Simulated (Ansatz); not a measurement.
AlO2:

```
CELL_PARAMETERS angstrom
1.48816 -5.40283 0.00000
1.48816 5.40283 0.00000
0.00000 0.00000 3.64661
ATOMIC_POSITIONS crystal
Al 0.66813 0.33187 0.75000
Al 0.33187 0.66813 0.25000
O 0.06107 0.93893 0.75000
O 0.93893 0.06107 0.25000
O 0.29418 0.70582 0.75000
O 0.70582 0.29418 0.25000
```

The cell comes from a database or a generator and needn't be the stable form of this composition.

Base run:

```yaml
Program: Ansatz 0.2.0
Functional: PBEsol
Potentials_or_basis: Ansatz PAW
Cutoff: "420 eV (not typed: the program's choice for these potentials)"
k_mesh: 9 × 9 × 7
Occupations: fermi-dirac, width 0.05 eV
Spin: no spin polarisation
```

Its results: band gap on the k mesh none (metal or under the smearing width); pressure -5.9 GPa; largest force 0.641 eV/Å.

**Question.** The run is repeated on the same cell with these changes: functional from PBEsol to revPBE. What comes out?

**Answer.** Band gap on the k mesh none (metal or under the smearing width); pressure 2.3 GPa; largest force 0.769 eV/Å.

revPBE binds less tightly than PBEsol, so the same cell stands under more pressure.

Caveats: the PAW data sets come from PBE, with cores solved anew for the run's functional, which leaves a small shift of forces and pressure; the density of states is complete only up to the lowest level of the last band computed.
